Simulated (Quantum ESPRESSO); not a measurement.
Runs of Quantum ESPRESSO 7.5 on NbTe. It takes space group P-6m2 (No. 187, hexagonal). Conventional cell: a = 3.703 Å, b = 3.703 Å, c = 3.694 Å, α = 90.00°, β = 90.00°, γ = 120.00°. Te (site symmetry -6m2) is surrounded by 6 Nb at 2.83 Å. Nb (site symmetry -6m2) has 6 Te at 2.83 Å as nearest neighbours. The cell comes from a database or a generator and needn't be the stable form of this composition.

```csv
task,level,potentials or basis,U,cell,smearing,mixing beta,hubbard projectors,dos occupations,gap on the mesh (eV),pressure (GPa)
phonons,PBE,GBRV 1.5 PBE,-,relaxed,cold 0.2 eV,0.5,-,-,none,0.0
projected density of states,PBEsol+U,GBRV 1.5 PBEsol,Nb d U = 2 eV,as given,fermi-dirac 0.05 eV,0.3,atomic,tetrahedra_opt,none,(a)
projected density of states,PBEsol+U,GBRV 1.5 PBEsol,Nb d U = 5 eV,as given,fermi-dirac 0.05 eV,0.3,atomic,tetrahedra_opt,none,-10.7
projected density of states,PBEsol+U,GBRV 1.5 PBEsol,Nb d U = 1 eV,as given,fermi-dirac 0.05 eV,0.3,atomic,tetrahedra_opt,none,-5.9
projected density of states,PBEsol+U,GBRV 1.5 PBEsol,Nb d U = 8 eV,as given,fermi-dirac 0.05 eV,0.3,atomic,tetrahedra_opt,none,-14.1
```

Alike in all rows: no spin polarisation; k mesh 8 × 8 × 7; cutoff (eV) 612.

Q: Estimate the missing entries.

A: (a) -7.0.

Caveats: U without spin polarisation on a metal has little footing (some runs); the U is typed as a test and isn't derived for this compound (some runs); the mesh is thin for the phonons of a metal (some runs).

A k mesh can miss the band edges, and the runs leave out spin-orbit coupling on Nb, Te.

A gap of «none» marks a metal or a gap under the smearing width.

Not every run made on this cell is shown here.
